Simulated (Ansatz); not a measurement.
# Cd3Se (I4/mmm) in Ansatz: further runs

One crystal, Cd3Se, is run at these levels: PBEsol; tasks: band structure.

Everything below comes from runs of Ansatz 0.2.0. Logs are shortened: lines on timing, memory, paths and dates and some standing lists are left out, and cuts for length are marked.

**1. Starting point**

Symmetry: I4/mmm, No. 139, tetragonal system. The conventional cell has a = 4.082 Å, b = 4.082 Å, c = 12.174 Å, α = 90.00°, β = 90.00°, γ = 90.00°. Cd (site symmetry 4/mmm) is surrounded by 4 Se at 2.89 Å. Cd (site symmetry -4m2) is surrounded by 4 Cd at 2.89 Å. Se (site symmetry 4/mmm) has 4 Cd at 2.89 Å as nearest neighbours.

The cell comes from a database or a generator and needn't be the stable form of this composition.

**2. Band structure, PBEsol**

The input, input.yaml:

```yaml
crystal:
  lattice:
    - [-2.040953, 2.040953, 6.08708]
    - [2.040953, -2.040953, 6.08708]
    - [2.040953, 2.040953, -6.08708]
  atoms:
    - { symbol: Cd, position: [0.5, 0.5, 0.0] }
    - { symbol: Cd, position: [0.25, 0.75, 0.5] }
    - { symbol: Cd, position: [0.75, 0.25, 0.5] }
    - { symbol: Se, position: [0.0, 0.0, 0.0] }
kpoints:
  mp_grid: { grid: [9, 9, 9] }
  band_path:
    path:
      - [0.0, 0.0, 0.0]
      - [-0.5, 0.5, 0.0]
      - [-0.5, 0.5, -0.0562105704]
      - [-0.2781052852, 0.2781052852, -0.2781052852]
      - [0.0, 0.0, 0.0]
      - [0.5, 0.5, -0.5]
      - [0.2781052852, 0.7218947148, -0.7218947148]
      - [0.0, 0.5, -0.5]
    npoints: 12
scf:
  occupations: { method: fermi_dirac, width: 0.05 }
hamiltonian:
  xc: pbesol
  pseudopotentials: { kind: all_electron, datasets: crystal }
output:
  forces: true
  stress: true
  eigenvalues: true
```

Potentials or basis: all-electron PAW datasets made for the crystal.

Started as:

```sh
> ansatz run input.yaml --threads 2 --pin off --max-ram 8192MiB --backend cpu --events-out ev --progress --plain --runs-dir out
```

The log of the run:

```text
Warning: RAYON_NUM_THREADS=2 ignored (pool sized by the plan → 2); use --threads N
basis.fft_grid_basis auto: the FFT boxes are laid along the combinations [[1, 0, 1], [0, 1, 1], [0, 0, 1]] of the cell's own vectors, 4.082, 4.082 and 6.737 Å long. The dense box has 24×24×36 points. Along the cell's own vectors, as sized, it would have 36×36×36, 2.25 times as many. Of the 16 symmetry operations that the crystal satisfies within crystal.symmetry.tolerance (time reversal apart; of a slab, those that keep its plane) the dense box along the cell's own vectors carries 16, and the one as laid loses 12 of those. basis.fft_grid_basis: typed keeps the cell's own vectors: state it where this run's energies or levels are differenced outside the engine with another run's, or held beside a run that keeps those vectors.
hamiltonian.pseudopotentials.datasets: crystal makes datasets for this crystal and solves the spheres of its atoms anew in each pass: cutoff 260.0 eV, the density's 1040.0 eV; for an error of 0.50 meV an atom under PBE, 2.0 meV for the cell; an energy difference from a run of another recipe may be off by several times the error for the cell, under r2SCAN by more, where some 0.1 meV an atom stays at smaller errors; Se in spheres of 1.376 Å, 6 of its electrons in bands; Cd in spheres of 1.376 Å, 12 of its electrons in bands
Engine: ansatz 0.2.0, aarch64-unknown-linux-gnu
Pseudopotentials: kind: all_electron
Pseudopotential: Cd, paw, valence charge 12, recommended cutoff 260 eV (normal), crystal/all_electron/pbesol/scalar/gaussian/Cd, Koelling and Harmon's equation, gaussian nucleus
Pseudopotential: Se, paw, valence charge 6, recommended cutoff 260 eV (normal), crystal/all_electron/pbesol/scalar/gaussian/Se, Koelling and Harmon's equation, gaussian nucleus
Functional definition: PBEsol
  exchange = pbesol_x
  correlation = pbesol_c
Crystal: 4 atoms, lattice volume = 101.423 Å³
Basis set: ecut = 260 eV, 965 PW (Γ), FFT grids on a1+a3, a2+a3, a3, exchange–correlation on 48×48×72 points (8 copies of the dense FFT grid, shifted against one another)
Bands: 26, of which v1, the nominal top of the filled ones, is band 21 counted from 1 (20 counted from 0)
Symmetry: 16 space group operations
Space group: I4/mmm (ITA 139), of the structure as read, at distance tolerance 4.7e-5 Å
k-points: 75 of 729
Non-local potential: Cd, projectors of the file, l = 0: 1, l = 1: 1, l = 2: 2
Non-local potential: Se, projectors of the file, l = 0: 1, l = 1: 1
PAW form: soft (Blöchl's): semilocal exchange-correlation on the pseudo side does not see the compensation charge
PAW one-centre angular grid: Cd, 590 points (default); XC on its mesh's 1869 points in the sphere
PAW one-centre angular grid: Se, 110 points (default); XC on its mesh's 1903 points in the sphere
Initial density: superposition of atomic densities (neutral atoms: chi_scale 0, normalization atom)
Initial wavefunctions: pseudopotential atomic-orbital guess
Functional: x = pbesol(κ = 0.804, μ = 0.12345679012345678), c = pbesol(β = 0.046)
iter 1 solved again at ethr=5.38e-3 eV; its pass at ethr=1.00e-1 eV (dr2=2.26e0 eV) is discarded
SCF iter   1: F=—  HF=-522576.697211 eV  |F-HF|=—  |Δ(HF+E_count)|=         —  Δρ=2.84e-2  dr2=2.30e0  ethr=5.38e-3  ⟨swp⟩=3.2  Hψ=10053  notcnv=0
preconditioner: auto → Kerker (q_TF=auto, 2.355 Å⁻¹)  [metal: Δε(μ)=0.046 eV  Ē_g=9.815 eV  σ=0.050 eV  W_gap=0.23  n_scr=24 (ndim 8)  ℏωp=23.9 eV  f_vac=0.000  D(μ)=0.95/eV (n_scr^D=2)]
SCF iter   2: F=—  HF=-522576.215687 eV  |F-HF|=—  |Δ(HF+E_count)|=   4.82e-1  Δρ=1.64e-2  dr2=7.84e-1  ethr=5.38e-3  ⟨swp⟩=2.2  Hψ=3918  notcnv=0  defer=1
iter 3 solved again at ethr=1.43e-4 eV; its pass at ethr=1.87e-3 eV (dr2=5.99e-2 eV) is discarded
SCF iter   3: F=—  HF=-522575.990168 eV  |F-HF|=—  |Δ(HF+E_count)|=   2.26e-1  Δρ=5.53e-3  dr2=6.04e-2  ethr=1.43e-4  ⟨swp⟩=2.1  Hψ=8613  notcnv=0  defer=4
SCF iter   4: F=—  HF=-522575.981472 eV  |F-HF|=—  |Δ(HF+E_count)|=   8.70e-3  Δρ=2.61e-3  dr2=6.66e-3  ethr=1.43e-4  ⟨swp⟩=3.1  Hψ=4896  notcnv=0  defer=4
SCF iter   5: F=—  HF=-522575.982963 eV  |F-HF|=—  |Δ(HF+E_count)|=   1.49e-3  Δρ=8.61e-4  dr2=1.22e-3  ethr=1.58e-5  ⟨swp⟩=3.0  Hψ=3845  notcnv=0  defer=1
SCF iter   6: F=—  HF=-522575.982669 eV  |F-HF|=—  |Δ(HF+E_count)|=   2.94e-4  Δρ=4.04e-4  dr2=2.78e-4  ethr=2.90e-6  ⟨swp⟩=2.1  Hψ=4158  notcnv=0  defer=2
SCF iter   7: F=—  HF=-522575.982628 eV  |F-HF|=—  |Δ(HF+E_count)|=   4.08e-5  Δρ=1.28e-4  dr2=2.39e-5  ethr=6.61e-7  ⟨swp⟩=3.0  Hψ=3763  notcnv=0
SCF iter   8: F=—  HF=-522575.982623 eV  |F-HF|=—  |Δ(HF+E_count)|=   4.95e-6  Δρ=2.72e-5  dr2=1.28e-6  ethr=5.69e-8  ⟨swp⟩=3.0  Hψ=4018  notcnv=0
SCF iter   9: F=—  HF=-522575.982623 eV  |F-HF|=—  |Δ(HF+E_count)|=   3.73e-7  Δρ=1.05e-5  dr2=2.11e-7  ethr=3.06e-9  ⟨swp⟩=3.0  Hψ=4367  notcnv=0
SCF iter  10: F=-522575.982623 eV  HF=-522575.982623 eV  |F-HF|=5.65e-8  |Δ(HF+E_count)|=   3.61e-8  Δρ=5.83e-6  dr2=3.96e-8  ethr=5.02e-10  ⟨swp⟩=3.0  Hψ=4959  notcnv=0
SCF 1 converged in 10 iterations: F = -522575.982628 eV  dr2 = 3.96e-8
  Residual-converged pass: ⟨swp⟩=2.6  Hψ=3320  notcnv=0  max |occ|·‖R‖ = 6.7e-6 eV (tolerance 6.7e-6 eV)  dr2=3.97e-8  dr2_onsite=4.23e-8  max |Δocc| = 5.5e-10
NSCF: frozen V_eff on 85 k-points
SCF converged after 10 iterations
Free energy (F): -522575.982628 eV
Harris-Foulkes:  -522575.982628 eV  (|F-HF|=5.65e-8)
Internal energy: -522575.974174 eV  (E = F + TS)
E sigma→0 (E₀):  -522575.978401 eV
Entropy (-TS):   -0.008454 eV (-2.114 meV/atom)
Past the cutoff: the bands carry plane waves up to 1.75 times it, of which those up to 1.5 times it add -0.000213 eV an atom, each by itself; the spheres take 0.000389 eV an atom off the energy for waves past 1.75 times it
By the cutoff:   a pressure is off by up to 0.007 GPa (1.2 times the spheres' own share and the shells' term, over an atom's volume, and 0.004 GPa: a bound that held against runs at twice the plane waves)
Past the cutoffs: a stress includes 0.0002 GPa for waves and charges beyond them, in addition to the slope of what the spheres take
In the spheres:  the bands' charges fall short by 3.3e-6 e at most (sound up to 1e-3)
Fermi energy:    11.359484 eV
--- Per-component energies (eV) ---
  E_band       = 171.939122
  E_kinetic    = 439.582507
  E_local      = -2366.979098  (includes V_loc(G=0)·N_el)
  E_nonlocal   = 843.570117
  E_hartree    = 1142.579024
  E_xc         = -215.394720
  E_vxc        = -244.437763  (∫ρ·V_xc dr)
  E_paw        = -526090.405363  (= ΣΔE_a)
  E_vpaw       = -7628.462827  (= ΣTr[D̂ρ^β])
  E_ewald      = -3172.443121
  E_smearing   = -0.008454  (= −TS)
  E_closure    = 6843.516480  (closes the sum)
  Σ components = -522575.982628   (vs F -522575.982628, Δ=-5.82e-11)
  The terms above E_closure are by the made datasets' own strengths, without shells solved beside the bands.
--- Forces (eV/Å), atoms counted from 1 ---
  atom   1  Cd    -0.00000000     0.00000000    -0.00000000
  atom   2  Cd     0.00000000     0.00000000     0.00000000
  atom   3  Cd     0.00000000     0.00000000     0.00000000
  atom   4  Se    -0.00000000     0.00000000     0.00000000
  max |Σ_I F_I| component: 3.77e-29 eV/Å
--- Stress (GPa, compression-positive) ---
       -4.552895       0.000000       0.000000
        0.000000      -4.552895      -0.000000
        0.000000       0.000000      -2.049124
  P = ⅓ Tr σ = -3.7183 GPa (-37.183 kbar)
--- Band table (eV; the first three rows and the last of 75) ---
  k-point 0: bands = ["-1.5300", "1.9295", "2.1864", "2.3344", "2.7298", "2.7298", "2.8947", "2.9778", "2.9808", "2.9983", "2.9983", "3.3240", "3.3240", "3.3361", "3.5480", "3.9805", "5.7654", "7.8386", "9.4539", "9.4539", "10.7658", "13.7235", "14.0662", "14.0662"]
  k-point 1: bands = ["-1.4388", "2.0068", "2.2750", "2.4357", "2.7011", "2.7982", "2.9133", "2.9145", "2.9823", "2.9866", "3.0027", "3.2187", "3.2969", "3.3328", "3.4889", "3.8211", "5.8154", "8.0879", "8.8356", "9.1829", "12.0614", "12.6580", "12.8162", "14.6650"]
  k-point 2: bands = ["-1.2409", "2.1289", "2.5134", "2.6444", "2.7219", "2.8524", "2.9363", "2.9515", "2.9731", "2.9786", "2.9898", "3.0592", "3.0807", "3.3406", "3.3427", "3.5671", "6.0703", "8.5254", "8.5524", "8.6965", "11.5093", "11.6047", "13.4027", "14.6983"]
  k-point 74: bands = ["-1.4521", "1.9768", "2.2232", "2.3840", "2.6644", "2.6745", "2.8622", "2.9494", "3.0372", "3.0875", "3.1038", "3.2904", "3.2993", "3.3579", "3.5167", "3.8936", "5.0207", "8.2305", "9.4592", "10.4038", "10.5873", "13.2619", "14.2499", "14.6382"]
```

bands.tsv:

```text
# k_distance	band_0	band_1	band_2	band_3	band_4	band_5	band_6	band_7	band_8	band_9	band_10	band_11	band_12	band_13	band_14	band_15	band_16	band_17	band_18	band_19	band_20	band_21	band_22	band_23	band_24	band_25
[... 96 lines left out ...]
4.198789	-12.419392	-8.666640	-8.622856	-8.579228	-8.552352	-8.530794	-8.510093	-8.486807	-8.455141	-8.431696	-8.407651	-8.339530	-8.327577	-8.272252	-8.240967	-8.209014	-5.455708	-3.707677	-3.375338	-0.760201	-0.673224	1.219949	3.286834	3.658972	4.442176	5.397330
4.221470	-12.419309	-8.666740	-8.622432	-8.566950	-8.565220	-8.525488	-8.514136	-8.487092	-8.454969	-8.430894	-8.408173	-8.340453	-8.328213	-8.272134	-8.241081	-8.208842	-5.457143	-3.664746	-3.420810	-0.753154	-0.672715	1.209341	3.301924	3.647995	4.442121	5.406421
```

It took 20 s on 2 threads of Arm Neoverse V1, shared host; peak memory 0.67 GiB.

Results:

```yaml
Free_energy: -522575.9826 eV
Pressure: -3.7 GPa
Band_gap_along_the_path: none (metal or under the smearing width)
```

Stress tensor (GPa, compression positive):
```
-4.55  0.00  0.00
 0.00 -4.55  0.00
 0.00  0.00 -2.05
```

Levels at the corners of the path, in eV from the Fermi level:
```csv
point,band 18,band 19,band 20,band 21,band 22,band 23,band 24,band 25
Γ,-3.52,-1.91,-1.91,-0.59,2.36,2.71,2.71,4.30
X,-3.93,-2.35,-2.25,-0.85,-0.04,0.05,0.31,2.96
Y,-3.94,-2.78,-1.96,-0.85,0.00,0.41,0.61,3.03
S,-4.57,-2.31,-1.11,-0.74,1.91,2.53,4.09,4.44
Γ,-3.52,-1.91,-1.91,-0.59,2.36,2.71,2.71,4.30
Z,-2.03,-2.03,-2.02,-0.80,2.70,3.10,3.10,3.71
S1,-4.57,-2.31,-1.11,-0.74,1.91,2.53,4.09,4.44
N,-3.66,-3.42,-0.75,-0.67,1.21,3.30,3.65,4.44
```

**3. Band structure, PBEsol**

input.yaml, as its differences from that of step 2:

```diff
@@ -27,3 +27,6 @@
   xc: pbesol
-  pseudopotentials: { kind: all_electron, datasets: crystal }
+  pseudopotentials:
+    kind: all_electron
+    lapw: { basis_error: 0.002 }
+    dirac_shells: { Cd: ["3p", "3d"], Se: ["3p"] }
 output:
```

Potentials or basis: all-electron LAPW, inner shells corrected to Dirac's equation.

Started as:

```sh
> ansatz run input.yaml --threads 2 --pin off --max-ram 8192MiB --backend cpu --events-out ev --progress --plain --runs-dir out
```

Wall time 60 s (2 threads of Arm Neoverse V1, shared host); peak memory 0.74 GiB.

The run converged. Its results:

| Quantity | Value |
| --- | --- |
| Free energy | -522689.8567 eV |
| Pressure | -3.7 GPa |
| Band gap along the path | none (metal or under the smearing width) |

Stress tensor (GPa, compression positive):
```
-4.55  0.00  0.00
 0.00 -4.55  0.00
 0.00  0.00 -2.04
```

Levels at the corners of the path, in eV from the Fermi level:
```tsv
point	band 38	band 39	band 40	band 41	band 42	band 43	band 44	band 45	band 46	band 47
Γ	-5.59	-3.52	-1.91	-1.91	-0.59	2.36	2.71	2.71	4.30	4.82
X	-3.99	-3.93	-2.35	-2.25	-0.85	-0.04	0.05	0.31	2.96	4.86
Y	-4.02	-3.94	-2.78	-1.96	-0.85	0.00	0.41	0.61	3.03	4.63
S	-5.30	-4.57	-2.31	-1.11	-0.74	1.91	2.53	4.09	4.44	4.78
Γ	-5.59	-3.52	-1.91	-1.91	-0.59	2.36	2.71	2.71	4.30	4.82
Z	-6.45	-2.03	-2.03	-2.02	-0.79	2.70	3.10	3.10	3.71	5.14
S1	-5.30	-4.57	-2.31	-1.11	-0.74	1.91	2.53	4.09	4.44	4.78
N	-5.46	-3.66	-3.42	-0.75	-0.67	1.21	3.30	3.65	4.44	5.41
```
